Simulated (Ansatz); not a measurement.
**GeH₅NOSi: a ladder of functionals and wavefunction methods**

An exercise on one series of results from a longer session: the logs are not shown, and one member is left open.

The runs use Ansatz 0.2.0, Gaussian basis; functionals in def2-TZVPP, the program's frozen cores in correlated methods.

Levels to be run: PBE-D4, r2SCAN-D4, PBE0-D4, B3LYP-D4, ωB97X-V, ωB97M-V, B2PLYP; CCSD(T)/def2-TZVPP; MP2/def2-QZVPP; extrapolation to the limit.

## The geometry

The geometry comes from an earlier relaxation with PBE0-D4 in a triple-zeta def2 set; it is a stationary point, not always the lowest conformer.

SMILES `[NH2][GeH]1[O][SiH2]1`, 9 atoms, charge 0, spin multiplicity 1.

Atoms are counted from 1 here; the program's logs count them from 0.

Bond lengths: N1–Ge2 1.814 Å, N1–H5 1.008 Å, N1–H6 1.007 Å, Ge2–O3 1.897 Å, Ge2–Si4 2.258 Å, Ge2–H7 1.535 Å, O3–Si4 1.648 Å, Si4–H8 1.487 Å, Si4–H9 1.487 Å. Angles: Ge2–N1–H5 117.3°, Ge2–N1–H6 118.7°, H5–N1–H6 111.5°, N1–Ge2–O3 110.3°, N1–Ge2–Si4 124.5°, N1–Ge2–H7 107.3°, O3–Ge2–Si4 45.7°, O3–Ge2–H7 108.0°, Si4–Ge2–H7 126.7°, Ge2–O3–Si4 78.8°, Ge2–Si4–O3 55.5°, Ge2–Si4–H8 122.1°, Ge2–Si4–H9 124.3°, O3–Si4–H8 117.3°, O3–Si4–H9 118.0°, H8–Si4–H9 109.3°.

Set-up of the first run:

The input, in.yaml:

```yaml
crystal:
  periodic: [false, false, false]
  atoms:
    - {symbol: N, position_ang: [-0.611262, 1.281220, -1.252831]}
    - {symbol: Ge, position_ang: [0.478316, 0.540688, -0.006413]}
    - {symbol: O, position_ang: [0.756748, -1.296873, -0.385745]}
    - {symbol: Si, position_ang: [0.040698, -1.380507, 1.096346]}
    - {symbol: H, position_ang: [-0.324375, 2.159234, -1.655198]}
    - {symbol: H, position_ang: [-1.606707, 1.250710, -1.105276]}
    - {symbol: H, position_ang: [1.833540, 1.255028, -0.102881]}
    - {symbol: H, position_ang: [-1.327052, -1.959981, 1.162169]}
    - {symbol: H, position_ang: [0.848597, -1.895920, 2.232728]}
basis:
  gaussian: {orbitals: def2-TZVPP}
hamiltonian: {xc: pbe, dispersion: d4}
output: {forces: true, orbitals: {seedname: orbitals}}
```

Command:

```sh
$ ansatz run in.yaml --threads 4 --pin off --events-out ev --progress --plain --max-ram 10444MiB
```

Among the steps run: PBE-D4 (GGA); r2SCAN-D4 (meta-GGA); PBE0-D4 (hybrid); B3LYP-D4 (hybrid); ωB97X-V (range-separated); ωB97M-V (range-separated); B2PLYP (double hybrid); CCSD(T) in def2-TZVPP; MP2 in def2-QZVPP.

One of the session's tables, all rows but one given; the rest of the session is left out.

```
            method  atomisation energy (kJ/mol)
            PBE-D4                       2900.3
         r2SCAN-D4                       2867.7
           PBE0-D4                       2830.2
          B3LYP-D4                            ?
           ωB97X-V                       2889.0
           ωB97M-V                       2862.8
            B2PLYP                       2827.1
     HF/def2-TZVPP                       1903.0
    MP2/def2-TZVPP                       2827.7
   CCSD/def2-TZVPP                       2732.4
CCSD(T)/def2-TZVPP                       2786.9
           MP2/CBS                       2923.0
       CCSD(T)/CBS                       2882.2
```

**Question.** Estimate the row for B3LYP-D4.

**Answer.** atomisation energy (kJ/mol): 2852.9. In the column «atomisation energy (kJ/mol)» it lies between PBE0-D4 (2830.2) and ωB97M-V (2862.8).

Caveats from the session: Free atoms (1 N, 1 Ge, 1 O, 1 Si, 5 H) were run apart at each level; the atomisation energy is their sum less the molecule, without zero-point or spin-orbit terms.
